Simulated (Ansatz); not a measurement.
Which YAML input does this script hand to the engine? (Ansatz 0.2.0, Python API)

`energy_fh3ssn.py`:
```python
"""Single point of FH3SSn in a Gaussian basis."""

import sys

import ansatz
from ase import Atoms
import numpy as np

atoms = Atoms(["F", "Sn", "S", "H", "H", "H"], positions=[
    (-1.8851, 0.0284, 0.7166),
    (-0.3731, -0.029, -0.4441),
    (1.4913, -0.796, 0.8291),
    (-0.6037, -1.1322, -1.7594),
    (-0.0203, 1.5541, -1.1125),
    (1.4329, 0.3107, 1.7241),
])
system = ansatz.Crystal.molecule_from_ase(atoms)

setup = system.calculation().basis(gaussian="def2-SVP").functional("r2scan").forces()
try:
    summary = setup.run(threads=1, pin="off").report
except ansatz.AnsatzError as error:
    sys.exit(f"{type(error).__name__}: {error}")

print(f"E = {summary['free_energy_ev']:.6f} eV = {summary['free_energy_ev'] / 27.211386246:.7f} Ha")
print("converged:", summary["converged"], " doubts:", summary["published_state_doubts"] or "none")

state = summary["mean_field"]["state"]
print(f"mean field: {state['energy']['hartree']:.7f} Ha, <S^2> = {abs(state['spin_squared']):.4f}, stability: {state.get('stability', {}).get('kind')}")

symbols = [site.symbol for site in system.cartesian_sites]
forces = np.array(summary["forces_ev_ang"])
print("largest force", round(float(np.linalg.norm(forces, axis=1).max()), 4), "eV/A, rms", round(float(np.sqrt((forces ** 2).mean())), 4))

charges = summary["charge_distribution"]
print("dipole moment", round(4.803205 * float(np.linalg.norm(charges["dipole_moment_e_ang"])), 3), "D")
print("Mulliken:", [(s, round(q, 3)) for s, q in zip(symbols, charges["mulliken_charges_e"])])
```

```console
$ python energy_fh3ssn.py
E = -19427.992315 eV = -713.9655488 Ha
converged: True  doubts: none
mean field: -713.9655488 Ha, <S^2> = 0.0000, stability: minimum
largest force 1.8317 eV/A, rms 0.7376
dipole moment 1.735 D
Mulliken: [('F', -0.424), ('Sn', 0.759), ('S', -0.284), ('H', -0.08), ('H', -0.09), ('H', 0.119)]
```

`input.yaml`:
```yaml
crystal:
  periodic: [false, false, false]
  atoms:
    - { symbol: F, position_ang: [-1.8851, 0.0284, 0.7166] }
    - { symbol: Sn, position_ang: [-0.3731, -0.029, -0.4441] }
    - { symbol: S, position_ang: [1.4913, -0.796, 0.8291] }
    - { symbol: H, position_ang: [-0.6037, -1.1322, -1.7594] }
    - { symbol: H, position_ang: [-0.0203, 1.5541, -1.1125] }
    - { symbol: H, position_ang: [1.4329, 0.3107, 1.7241] }
basis:
  gaussian: { orbitals: def2-SVP }
hamiltonian:
  xc: r2scan
output:
  forces: true
```

Launched from the shell:
```console
$ ansatz run input.yaml --threads 1 --pin off --max-ram 4096MiB --backend cpu --events-out ev --progress --plain --runs-dir out
Engine: ansatz 0.2.0, aarch64-unknown-linux-gnu
Functional definition: r2SCAN
  parameter k0 = 0.174
  parameter k1 = 0.065
  parameter a1 = 4.9479
  exchange = r2scan_x(k0 = k0, k1 = k1, a1 = a1)
  correlation = r2scan_c
818 factors; their error is unknown
mean field evaluation 1: about -19425.6517 eV, gradient 3.7e1 eV
mean field evaluation 2: about -19412.8792 eV, gradient 9.4e1 eV
mean field evaluation 4: about -19427.9534 eV, gradient 4.9e0 eV
mean field evaluation 8: about -19428.0241 eV, gradient 3.4e-2 eV
mean field evaluation 16: about -19427.9923 eV, gradient 1.7e-5 eV
mean field -19427.99230439 eV, -713.9655484201 hartree, gradient 1.7e-5 eV, S^2 0.000000; 0 other end points of the search recorded, 0 dependent functions left out
the calculation of the forces begins
reference -19427.99231514 eV, -713.9655488152 hartree; 25, 25 occupied and 48, 48 virtual orbitals, 818 factors
Total energy: -19427.99231514 eV, -713.9655488152 hartree
Atom 0 at    -1.885100     0.028400     0.716600 Å, force    -0.765987     0.090511     0.473124 eV/Å
Atom 1 at    -0.373100    -0.029000    -0.444100 Å, force     0.971465     0.353618    -1.512108 eV/Å
Atom 2 at     1.491300    -0.796000     0.829100 Å, force     0.177618     1.022921     1.262463 eV/Å
Atom 3 at    -0.603700    -1.132200    -1.759400 Å, force    -0.138467     0.039764     0.363562 eV/Å
Atom 4 at    -0.020300     1.554100    -1.112500 Å, force    -0.321870    -0.309272     0.407751 eV/Å
Atom 5 at     1.432900     0.310700     1.724100 Å, force     0.077239    -1.197541    -0.994792 eV/Å
Dipole moment:     0.163415     0.204584    -0.248848 e Å
```

Reading the output:
- Total energies depend on the basis set; only differences at equal settings carry meaning.
- The geometry is a force-field or estimated start, not a minimum of this method, and the basis set is short of its limit.
- def2 sets replace the cores of elements past krypton by effective core potentials.
- Hardware and time: 5.1 s on 1 thread of Arm Neoverse V1, on a shared host, peak memory 0.2 GiB.
